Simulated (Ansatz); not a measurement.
# Li3Au: the cost of one run

Program: the Python package of Ansatz 0.2.0. Level of theory: DFT PBEsol, plane waves, PAW. These are calculated values, not measurements.

## (1) The system

It takes space group I4/mmm (No. 139, tetragonal). Conventional cell: a = 4.052 Å, b = 4.052 Å, c = 7.602 Å, α = 90.00°, β = 90.00°, γ = 90.00°. Li (site symmetry -4m2) has 8 Li at 2.78 to 2.87 Å and 4 Au at 2.78 Å as nearest neighbours. Li (site symmetry 4/mmm) has 8 Li at 2.78 Å and 4 Au at 2.87 Å as nearest neighbours. Au (site symmetry 4/mmm) is surrounded by 12 Li at 2.78 to 2.87 Å.

The script holds or builds the structure itself.

## (2) The script

defect.py

```python
# -*- coding: utf-8 -*-
import warnings

import ansatz as az
import numpy as np

warnings.simplefilter("ignore", az.DeckWarning)

structure = (
    az.Lattice.of([-2.02605, 2.02605, 3.80107], [2.02605, -2.02605, 3.80107], [2.02605, 2.02605, -3.80107])
    .atom("Li", [0.75, 0.25, 0.5])
    .atom("Li", [0.25, 0.75, 0.5])
    .atom("Li", [0.5, 0.5, 0.0])
    .atom("Au", [0.0, 0.0, 0.0])
)
host = structure.supercell(2, 2, 1)
defective = host.interstitial("C", at=[0.0, 0.5, 0.5])

def prepare(structure):
    return (
        structure.calculation()
        .functional("PBEsol")
        .basis(35 * az.Ry, xc_grid=1)
        .kpoints(2, 2, 4, center="gamma")
        .occupations("Gaussian", width=0.05)
        .mixing("anderson")
        .scf(tolerance=1e-07, max_iterations=150, self_checks="low")
        .band_table()
    )


perfect = prepare(host).run().report
calc = prepare(defective).forces()
outcome = calc.run()
rep = outcome.report

n_host, n_defect = len(perfect["lattice"]["sites"]), len(rep["lattice"]["sites"])
print(f"perfect cell: {n_host} atoms, F = {perfect['free_energy_ev']:.4f} eV")
print(f"defect cell:  {n_defect} atoms, F = {rep['free_energy_ev']:.4f} eV")
print(f"difference {rep['free_energy_ev'] - perfect['free_energy_ev']:.4f} eV (no chemical potentials)")

pull = np.linalg.norm(rep["forces_ev_ang"], axis=1)
for atom in np.argsort(-pull)[:5]:
    print(f"force on {outcome.lattice.sites[atom].symbol}{atom}: {pull[atom]:.3f} eV/A")
```

## (3) What the engine is handed

The engine receives this input (first run):

```yaml
crystal:
  lattice:
    - [-2.02605, 2.02605, 3.80107]
    - [2.02605, -2.02605, 3.80107]
    - [2.02605, 2.02605, -3.80107]
  atoms:
    - { symbol: Li, position: [0.75, 0.25, 0.5] }
    - { symbol: Li, position: [0.25, 0.75, 0.5] }
    - { symbol: Li, position: [0.5, 0.5, 0.0] }
    - { symbol: Au, position: [0.0, 0.0, 0.0] }
  supercell: [2, 2, 1]
basis:
  ecutwfc: 476.19925930478996
  xc_grid: 1
kpoints:
  mp_grid:
    grid: [2, 2, 4]
    shift: [0.0, 0.0, 0.0]
hamiltonian:
  xc: pbesol
scf:
  max_iter: 150
  self_checks: low
  convergence:
    dr2_threshold: 1.0e-07
  mixing:
    algorithm: anderson
  occupations:
    method: gaussian
    width: 0.05
output:
  eigenvalues: true
```

## (4) The run

Launch:

```console
> python defect.py
```

**Question.** How long does this script take on 1 thread of Intel Xeon Platinum 8488C (Sapphire Rapids), shared host, and how much memory does it need?

About 28 s, with a peak of 0.71 GiB.
